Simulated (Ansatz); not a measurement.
# CH₅AlN₂O: one species, many methods

An exercise on one series of results from a longer session: the logs are not shown, and one member is left open.

The runs use Ansatz 0.2.0, Gaussian basis; functionals in def2-TZVPP, the program's frozen cores in correlated methods.

Levels to be run: PBE-D4, r2SCAN-D4, PBE0-D4, B3LYP-D4, ωB97X-V, ωB97M-V, B2PLYP; CCSD(T)/def2-TZVPP; MP2/def2-QZVPP; extrapolation to the limit.

**The relaxed structure**

The geometry comes from an earlier relaxation with PBE0-D4 in a triple-zeta def2 set; it is a stationary point, not always the lowest conformer.

SMILES `[OH][Al]1[NH]C[NH]1`, 10 atoms, charge 0, spin multiplicity 1.

Atoms are counted from 1 here; the program's logs count them from 0.

Bond lengths: O1–Al2 1.683 Å, O1–H6 0.954 Å, Al2–N3 1.766 Å, Al2–N5 1.770 Å, N3–C4 1.467 Å, N3–H7 1.002 Å, C4–N5 1.468 Å, C4–H8 1.101 Å, C4–H9 1.101 Å, N5–H10 1.002 Å. Angles: Al2–O1–H6 126.8°, O1–Al2–N3 137.9°, O1–Al2–N5 142.5°, N3–Al2–N5 79.6°, Al2–N3–C4 89.8°, Al2–N3–H7 145.9°, C4–N3–H7 118.2°, N3–C4–N5 100.9°, N3–C4–H8 111.7°, N3–C4–H9 112.1°, N5–C4–H8 112.0°, N5–C4–H9 111.6°, H8–C4–H9 108.4°, Al2–N5–C4 89.6°, Al2–N5–H10 146.0°, C4–N5–H10 117.9°.

Set-up of the first run:

in.yaml reads:

```yaml
crystal:
  periodic: [false, false, false]
  atoms:
    - {symbol: O, position_ang: [0.958483, -0.149214, -2.539496]}
    - {symbol: Al, position_ang: [0.380741, -0.061902, -0.960897]}
    - {symbol: N, position_ang: [0.953338, -0.438158, 0.666278]}
    - {symbol: C, position_ang: [-0.327325, 0.018478, 1.217504]}
    - {symbol: N, position_ang: [-1.034563, 0.410294, -0.008174]}
    - {symbol: H, position_ang: [0.486176, 0.083346, -3.334809]}
    - {symbol: H, position_ang: [1.521703, -1.043751, 1.226427]}
    - {symbol: H, position_ang: [-0.849863, -0.787168, 1.755185]}
    - {symbol: H, position_ang: [-0.202360, 0.869654, 1.903834]}
    - {symbol: H, position_ang: [-1.803232, 1.047422, 0.077149]}
basis:
  gaussian: {orbitals: def2-TZVPP}
hamiltonian: {xc: pbe, dispersion: d4}
output: {forces: true, orbitals: {seedname: orbitals}}
```

The run is started by

```console
$ ansatz run in.yaml --threads 4 --pin off --events-out ev --progress --plain --max-ram 10444MiB
```

Among the steps run: PBE-D4 (GGA); r2SCAN-D4 (meta-GGA); PBE0-D4 (hybrid); B3LYP-D4 (hybrid); ωB97X-V (range-separated); ωB97M-V (range-separated); B2PLYP (double hybrid); CCSD(T) in def2-TZVPP; MP2 in def2-QZVPP.

One table of the session follows, with a row left open; its other results are not shown here.

| method | atomisation energy (kJ/mol) |
| --- | --- |
| PBE-D4 | 3871.6 |
| r2SCAN-D4 | 3770.5 |
| PBE0-D4 | ? |
| B3LYP-D4 | 3775.9 |
| ωB97X-V | 3793.3 |
| ωB97M-V | 3795.2 |
| B2PLYP | 3738.6 |
| HF/def2-TZVPP | 2524.5 |
| MP2/def2-TZVPP | 3751.0 |
| CCSD/def2-TZVPP | 3582.5 |
| CCSD(T)/def2-TZVPP | 3651.8 |
| MP2/CBS | 3883.6 |
| CCSD(T)/CBS | 3784.4 |

Q: Estimate the row for PBE0-D4 from the others.

The run gave: atomisation energy (kJ/mol): 3768.8. In the column «atomisation energy (kJ/mol)» it lies between MP2/def2-TZVPP (3751.0) and r2SCAN-D4 (3770.5).

To keep in mind: Free atoms (1 O, 1 Al, 2 N, 1 C, 5 H) were run apart at each level; the atomisation energy is their sum less the molecule, without zero-point or spin-orbit terms.
